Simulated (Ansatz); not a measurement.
Ba2Tl5V3O12:

```
Ba V Tl O
1.0
     8.15421    0.00000    0.00000
    -4.07711    7.06176    0.00000
     0.00000    0.00000    6.92128
Ba V Tl O
2 3 5 12
Direct
  0.00000 0.00000 0.23552
  0.00000 0.00000 0.76448
  0.50000 0.00000 0.00000
  0.00000 0.50000 0.00000
  0.50000 0.50000 0.00000
  0.50000 0.00000 0.50000
  0.00000 0.50000 0.50000
  0.50000 0.50000 0.50000
  0.33333 0.66667 0.22489
  0.66667 0.33333 0.77511
  0.33890 0.34334 0.81444
  0.65666 0.99556 0.81444
  0.00444 0.66110 0.81444
  0.34334 0.33890 0.18556
  0.99556 0.65666 0.18556
  0.66110 0.00444 0.18556
  0.66110 0.65666 0.18556
  0.34334 0.00444 0.18556
  0.99556 0.33890 0.18556
  0.65666 0.66110 0.81444
  0.00444 0.34334 0.81444
  0.33890 0.99556 0.81444
```

The cell was built by a generator and needn't be a form met in nature.

| Quantity | Value |
| --- | --- |
| Program | Ansatz 0.2.0 |
| Task | relaxation of cell and atoms |
| Functional | r2SCAN |
| Dispersion | rVV10 |
| Potentials or basis | Ansatz PAW |
| Cutoff | 500 eV (not typed: the program's choice for these potentials) |
| k mesh | 3 × 3 × 3 |
| Occupations | fermi-dirac, width 0.05 eV |
| Spin | collinear spin, ferromagnetic start |
| Starting moments | [0.0, 0.0, 2.0, 2.0, 2.0, 0.0, 0.0, 0.0, 0.0, 0.0, 0.0, 0.0, 0.0, 0.0, 0.0, 0.0, 0.0, 0.0, 0.0, 0.0, 0.0, 0.0] μB |

At the start: volume 18.12 Å³/atom.

Q: Where does the relaxation end?

A: It ends after 6 steps and the volume is 17.13 Å³/atom (-5.5 %); space group P-3m1 (No. 164, to 0.05 Å); moment 0.00 μB per cell.

The path:
```
step  energy change (eV)  largest force (eV/Å)  volume (Å³)
   1              0.0000                0.3250       398.55
   2             -0.2372                0.2143       380.97
   3             -0.2624                0.0478       375.94
   4             -0.2632                0.0232       376.44
   5             -0.2637                0.0029       376.76
   6             -0.2569                0.0030       376.76
```

Final structure:
```xyz
22
Lattice="8.0201 0.0000 0.0000 -4.0101 6.9456 0.0000 0.0000 0.0000 6.7635" Properties=species:S:1:pos:R:3 pbc="T T T"
Ba    0.0000    0.0000    1.6154
Ba    0.0000    0.0000    5.1481
V     4.0101    0.0000    0.0000
V    -2.0050    3.4728    0.0000
V     2.0050    3.4728    0.0000
Tl    4.0101    0.0000    3.3818
Tl   -2.0050    3.4728    3.3818
Tl    2.0050    3.4728    3.3818
Tl    0.0000    4.6304    1.5469
Tl    4.0101    2.3152    5.2166
O     1.3351    2.3811    5.4846
O     1.2804    6.9113    5.4846
O    -2.6155    4.5989    5.4846
O     1.3946    2.3468    1.2789
O     5.3451    4.5645    1.2789
O     5.2905    0.0344    1.2789
O     2.6750    4.5645    1.2789
O     2.7296    0.0344    1.2789
O     6.6255    2.3468    1.2789
O     2.6155    4.5989    5.4846
O    -1.3351    2.3811    5.4846
O    -1.2804    6.9113    5.4846
```

Caveat: the magnetic or orbital state may not be the lowest; the plane-wave basis is chosen anew once the cell has moved, so the energies of steps on either side of that aren't comparable; the PAW data sets come from PBE, with cores solved anew for the run's functional, which leaves a small shift of forces and pressure; the starting moments weren't kept.
